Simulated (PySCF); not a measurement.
# CsCl−: from the state search to spectroscopic constants

What are the lowest state that PBE0 finds, the bond length, vibrational wavenumber and bond energy of CsCl−, and how much do these hang on the method?

The runs use PySCF 2.14.0; Cs def2-SVPD with ECP46, Cl def2-SVPD, scalar-relativistic core potentials.

2 further runs of the same task are left out: 2 set aside as unsound or not needed.

## Step 1: The job

A driver script around PySCF takes these settings:

```json
{
 "atoms": "Cs, Cl",
 "charge": "-1",
 "basis": "Cs def2-SVPD with ECP46, Cl def2-SVPD",
 "Hamiltonian": "scalar-relativistic core potentials",
 "basis functions": "54",
 "electrons treated": "27",
 "masses in u": "132.9054, 34.9689",
 "levels": "PBE0, PBE, r²SCAN, MN15, r²SCANh, M06, LC-ωPBE, HF, MP2, SCS-MP2, CCSD, CCSD(T)",
 "grid": "80 radial by 434 angular points",
 "occupations": "held fixed by the projection of orbital angular momentum",
 "dissociation limit": "Cs + Cl−, each in its ground configuration",
 "starting distance in angstrom": "3.275",
 "values of 2S to try": "1, 3"
}
```

Started as:

```
$ OMP_NUM_THREADS=1 python dia.py task.json out
```

Further steps of the session: The PBE0 curve of the state that the search chose; PBE (GGA); r²SCAN (meta-GGA); MN15 (hybrid meta-GGA); r²SCANh (hybrid meta-GGA); M06 (hybrid meta-GGA); LC-ωPBE (range-separated hybrid); UHF; Adding correlation.

What does the calculation give? Wanted: for each run, Re; ωe; De; μ.

The runs gave:

Lowest PBE0 solution found, without spin–orbit coupling: ²Σ⁺ (doublet), unpaired electrons σ ↑.

```csv
level,Re (Å),ωe (cm⁻¹),De (eV),μ (D)
UHF,3.225,149.6,1.27,0.66
UHF-MP2,3.200,154.6,1.24,n/a
UHF-SCS-MP2,3.208,153.3,1.24,n/a
UHF-CCSD,3.207,153.7,1.23,n/a
UHF-CCSD(T),3.208,153.4,1.23,n/a
PBE,3.155,151.8,1.21,-0.27
r²SCAN,3.158,156.8,1.27,-0.19
r²SCANh,3.153,157.8,1.27,-0.22
PBE0,3.138,157.6,1.26,0.15
M06,3.126,164.2,1.28,1.89
MN15,3.140,154.2,1.16,-2.92
LC-ωPBE,3.137,161.8,1.35,1.09
```

De is counted to Cs + Cl− in their ground configurations. A positive dipole points from Cs to Cl; in an ion it is taken about the centre of mass and does not tell which atom is negative.

Differences from CCSD(T) in the same basis:

```csv
level,Re (mÅ),ωe (%)
UHF,+17,-2.5
UHF-MP2,-8,+0.8
UHF-SCS-MP2,0,0.0
UHF-CCSD,-1,+0.2
PBE,-54,-1.0
r²SCAN,-50,+2.2
r²SCANh,-55,+2.9
PBE0,-70,+2.8
M06,-83,+7.0
MN15,-68,+0.5
LC-ωPBE,-71,+5.5
```

In words: Against CCSD(T) in the same basis, the bond length is nearest at UHF-SCS-MP2 (0 mÅ) and farthest at M06 (-83 mÅ); the wavenumber is nearest at UHF-SCS-MP2 (0.0 %) and farthest at M06 (+7.0 %). CCSD(T) in a basis this small is itself some way from its limit, more so than the functionals. Of the levels with a De here, MN15 gives the least (1.16 eV) and LC-ωPBE the most (1.35 eV).

Correlated steps freeze 5 core orbitals. Spin–orbit coupling is left out. At some levels the lowest empty orbital lies below the highest filled one (the two can be of opposite spin). With some functionals the highest level of the anion is positive, from self-interaction error or because the anion is truly unbound there; the finite basis then holds the extra electron, and no neutral molecule was run to test the binding. With spin–orbit coupling the term label itself may not hold.
